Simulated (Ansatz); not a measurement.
**C₂H₉NSi₂: geometry optimisation**

The task: find the minimum of C₂H₉NSi₂ nearest to the start.

Method: RKS PBE-D4/def2-SVP; program: Ansatz 0.2.0.

### Step 1. The system as given

SMILES `[SiH3]C1NC[SiH2]1`, 14 atoms, charge 0, spin multiplicity 1.

Atoms are counted from 1 here; the program's logs count them from 0.

Bond lengths: Si1–C2 1.894 Å, Si1–H6 1.509 Å, Si1–H7 1.509 Å, Si1–H8 1.504 Å, C2–N3 1.487 Å, C2–Si5 1.923 Å, C2–H9 1.123 Å, N3–C4 1.477 Å, N3–H10 1.028 Å, C4–Si5 1.915 Å, C4–H11 1.111 Å, C4–H12 1.120 Å, Si5–H13 1.503 Å, Si5–H14 1.505 Å. Angles: C2–Si1–H6 110.2°, C2–Si1–H7 110.8°, C2–Si1–H8 110.3°, H6–Si1–H7 108.1°, H6–Si1–H8 108.9°, H7–Si1–H8 108.5°, Si1–C2–N3 112.9°, Si1–C2–Si5 121.2°, Si1–C2–H9 111.3°, N3–C2–Si5 85.6°, N3–C2–H9 115.0°, Si5–C2–H9 108.9°, C2–N3–C4 104.9°, C2–N3–H10 115.2°, C4–N3–H10 116.2°, N3–C4–Si5 86.1°, N3–C4–H11 114.2°, N3–C4–H12 115.1° and more.

Coordinates:

```
atom    x (Å)    y (Å)    z (Å)
 Si1  -1.9613   0.7494  -0.3973
  C2  -0.2109   0.0537  -0.5958
  N3   0.0115  -1.1855   0.1946
  C4   1.4277  -1.1212   0.6090
 Si5   1.2670   0.7756   0.4001
  H6  -2.1311   1.9859  -1.2455
  H7  -2.9923  -0.2627  -0.8333
  H8  -2.2218   1.1052   1.0408
  H9   0.0792  -0.0158  -1.6783
 H10  -0.2886  -2.0560  -0.2627
 H11   1.6289  -1.5598   1.6095
 H12   2.1565  -1.5573  -0.1216
 H13   0.8826   1.5263   1.6442
 H14   2.3396   1.5330  -0.3351
```

### Step 2. Relaxation

Contents of input.yaml:

```yaml
crystal:
  periodic: [false, false, false]
  atoms:
    - { symbol: Si, position_ang: [-1.961275, 0.749376, -0.397343] }
    - { symbol: C, position_ang: [-0.210929, 0.053691, -0.595796] }
    - { symbol: "N", position_ang: [0.011528, -1.185456, 0.194627] }
    - { symbol: C, position_ang: [1.427662, -1.121189, 0.609042] }
    - { symbol: Si, position_ang: [1.266988, 0.775584, 0.40013] }
    - { symbol: H, position_ang: [-2.131142, 1.985904, -1.245547] }
    - { symbol: H, position_ang: [-2.992295, -0.262707, -0.83334] }
    - { symbol: H, position_ang: [-2.221762, 1.105215, 1.040824] }
    - { symbol: H, position_ang: [0.079153, -0.01576, -1.678288] }
    - { symbol: H, position_ang: [-0.28862, -2.055993, -0.262659] }
    - { symbol: H, position_ang: [1.628937, -1.559831, 1.609501] }
    - { symbol: H, position_ang: [2.15653, -1.557322, -0.121623] }
    - { symbol: H, position_ang: [0.882587, 1.52631, 1.644213] }
    - { symbol: H, position_ang: [2.339639, 1.532978, -0.33514] }
basis:
  gaussian: { orbitals: def2-SVP }
hamiltonian:
  xc: pbe
  dispersion: d4
output:
  forces: true
relax:
  f_tol: 0.003
  max_steps: 120
```

Run with:

```console
$ ansatz run input.yaml --threads 1 --pin off --max-ram 2560MiB --backend cpu --events-out ev --progress --plain --runs-dir out
```

The program printed:

```text
Warning: RAYON_NUM_THREADS=1 ignored (pool sized by the plan → 1); use --threads N
The last accepted step is kept in <dir> (removed where the run ends without a failure and the disk answers)
Engine: ansatz 0.2.0, x86_64-unknown-linux-gnu
Functional definition: PBE
  parameter kappa = 0.804
  parameter beta = 0.06672455060314922
  exchange = pbe_x(kappa = kappa, mu = beta*pi^2/3)
  correlation = pbe_c(beta = beta)
1402 factors; their error is unknown
mean field evaluation 1: about -19433.2952 eV, gradient 6.4e1 eV
mean field evaluation 2: about -19374.8771 eV, gradient 1.5e2 eV
mean field evaluation 4: about -19443.3916 eV, gradient 1.5e1 eV
mean field evaluation 8: about -19443.8663 eV, gradient 2.9e-1 eV
mean field evaluation 16: about -19443.7586 eV, gradient 2.7e-4 eV
mean field -19443.75855353 eV, -714.5449473892 hartree, gradient 4.1e-5 eV, S^2 0.000000; 0 other end points of the search recorded, 0 dependent functions left out
the calculation of the forces begins
reference -19443.75859509 eV, -714.5449489167 hartree; 28, 28 occupied and 95, 95 virtual orbitals, 1402 factors
relax step   1: F+E_penalty+E_count = -19444.10305817 eV  Δ(F+E_penalty+E_count) = +0.000e0 eV  max|allowed force component| = 1.918e-2 eV/Å  Δτ_max = 0.0000 Å  (29 SCF iters, accepted)
these checks for a lower state are left out or cut short: starts, cluster_reference, orbital_swaps, neighbouring_geometries, increment
1402 factors; their error is unknown
mean field -19443.75859532 eV, -714.5449489252 hartree, gradient 2.7e-5 eV, S^2 0.000000; 0 other end points of the search recorded, 0 dependent functions left out
the calculation of the forces begins
reference -19443.75863690 eV, -714.5449504529 hartree; 28, 28 occupied and 95, 95 virtual orbitals, 1402 factors
relax step   2: F+E_penalty+E_count = -19444.10311834 eV  Δ(F+E_penalty+E_count) = -6.017e-5 eV  max|allowed force component| = 1.514e-2 eV/Å  Δτ_max = 0.0027 Å  (21 SCF iters, accepted)
these checks for a lower state are left out or cut short: starts, cluster_reference, orbital_swaps, neighbouring_geometries, increment
1402 factors; their error is unknown
mean field -19443.75862762 eV, -714.5449501120 hartree, gradient 8.9e-6 eV, S^2 0.000000; 0 other end points of the search recorded, 0 dependent functions left out
the calculation of the forces begins
reference -19443.75866919 eV, -714.5449516397 hartree; 28, 28 occupied and 95, 95 virtual orbitals, 1402 factors
relax step   3: F+E_penalty+E_count = -19444.10313890 eV  Δ(F+E_penalty+E_count) = -2.056e-5 eV  max|allowed force component| = 7.833e-3 eV/Å  Δτ_max = 0.0010 Å  (23 SCF iters, accepted)
these checks for a lower state are left out or cut short: starts, cluster_reference, orbital_swaps, neighbouring_geometries, increment
1402 factors; their error is unknown
mean field evaluation 32: about -19443.8653 eV, gradient 3.6e-1 eV
mean field -19443.75866558 eV, -714.5449515069 hartree, gradient 2.1e-5 eV, S^2 0.000000; 0 other end points of the search recorded, 0 dependent functions left out
the calculation of the forces begins
reference -19443.75870715 eV, -714.5449530347 hartree; 28, 28 occupied and 95, 95 virtual orbitals, 1402 factors
relax step   4: F+E_penalty+E_count = -19444.10315299 eV  Δ(F+E_penalty+E_count) = -1.408e-5 eV  max|allowed force component| = 2.286e-3 eV/Å  Δτ_max = 0.0020 Å  (23 SCF iters, accepted)
1402 factors; their error is unknown
mean field -19443.75866558 eV, -714.5449515069 hartree, gradient 2.1e-5 eV, S^2 0.000000; 1 other end points of the search recorded, 0 dependent functions left out
the calculation of the forces begins
reference -19443.75870715 eV, -714.5449530347 hartree; 28, 28 occupied and 95, 95 virtual orbitals, 1402 factors
Total energy: -19444.10319456 eV, -714.5576127136 hartree
Atom 0 at    -1.961346     0.750764    -0.397681 Å, force     0.000422    -0.001211     0.000580 eV/Å
Atom 1 at    -0.211541     0.053881    -0.593883 Å, force     0.000249    -0.000755     0.002286 eV/Å
Atom 2 at     0.009713    -1.186121     0.197439 Å, force    -0.000240    -0.000423    -0.000898 eV/Å
Atom 3 at     1.427628    -1.121498     0.609406 Å, force    -0.001144     0.001098    -0.000070 eV/Å
Atom 4 at     1.267036     0.775311     0.400995 Å, force     0.000949     0.000004    -0.000368 eV/Å
Atom 5 at    -2.129417     1.985318    -1.248493 Å, force     0.000452     0.000609    -0.000581 eV/Å
Atom 6 at    -2.990841    -0.262257    -0.832338 Å, force    -0.001424    -0.000798    -0.000484 eV/Å
Atom 7 at    -2.223338     1.105751     1.040299 Å, force    -0.000212     0.000436     0.000035 eV/Å
Atom 8 at     0.079771    -0.016734    -1.675665 Å, force    -0.000222     0.000331    -0.000580 eV/Å
Atom 9 at    -0.285575    -2.055885    -0.265163 Å, force    -0.000238     0.001776    -0.000032 eV/Å
Atom 10 at     1.630591    -1.561547     1.608531 Å, force     0.000429    -0.000511     0.000781 eV/Å
Atom 11 at     2.153843    -1.557351    -0.123448 Å, force     0.000889    -0.000042    -0.000354 eV/Å
Atom 12 at     0.883706     1.526633     1.645327 Å, force     0.000073    -0.000427    -0.000482 eV/Å
Atom 13 at     2.336771     1.534534    -0.336726 Å, force     0.000017    -0.000084     0.000167 eV/Å
Dipole moment:     0.267402    -0.168638    -0.141997 e Å
```

Wall time 59 s (1 thread of Intel Xeon at 2.50GHz (Skylake/Cascade Lake), shared host); peak memory 0.17 GiB.

The steps of the relaxation:

```csv
step,energy from step 1 (eV),largest force component (eV/Å)
1,0.0000,0.0192
2,-0.0001,0.0151
3,-0.0001,0.0078
4,-0.0001,0.0023
```

Close pairs (by a distance rule), those that changed most:

```
  bond  before (Å)  after (Å)  change (Å)
 N3–C4       1.477      1.478      +0.001
 C2–N3       1.487      1.488      +0.001
Si1–H7       1.509      1.508      -0.001
C4–H12       1.120      1.120      -0.000
Si1–H6       1.509      1.509      -0.000
C4–H11       1.111      1.110      -0.000
N3–H10       1.028      1.028      +0.000
 C2–H9       1.123      1.123      -0.000
```

### Step 3. What came out

```
             quantity      value
        energy gained  0.0001 eV
root mean square move    0.003 Å
        dipole moment     1.66 D
```

**Reading.** Bond lengths: Si1–C2 1.894 Å, Si1–H6 1.509 Å, Si1–H7 1.508 Å, Si1–H8 1.504 Å, C2–N3 1.488 Å, C2–Si5 1.923 Å, C2–H9 1.123 Å, N3–C4 1.478 Å, N3–H10 1.028 Å, C4–Si5 1.915 Å, C4–H11 1.110 Å, C4–H12 1.120 Å, Si5–H13 1.503 Å, Si5–H14 1.505 Å. Angles: C2–Si1–H6 110.2°, C2–Si1–H7 110.7°, C2–Si1–H8 110.3°, H6–Si1–H7 108.1°, H6–Si1–H8 109.1°, H7–Si1–H8 108.4°, Si1–C2–N3 112.9°, Si1–C2–Si5 121.3°, Si1–C2–H9 111.3°, N3–C2–Si5 85.6°, N3–C2–H9 114.9°, Si5–C2–H9 108.8°, C2–N3–C4 104.7°, C2–N3–H10 115.0°, C4–N3–H10 116.0°, N3–C4–Si5 86.1°, N3–C4–H11 114.1°, N3–C4–H12 115.0° and more. No frequencies were computed here.
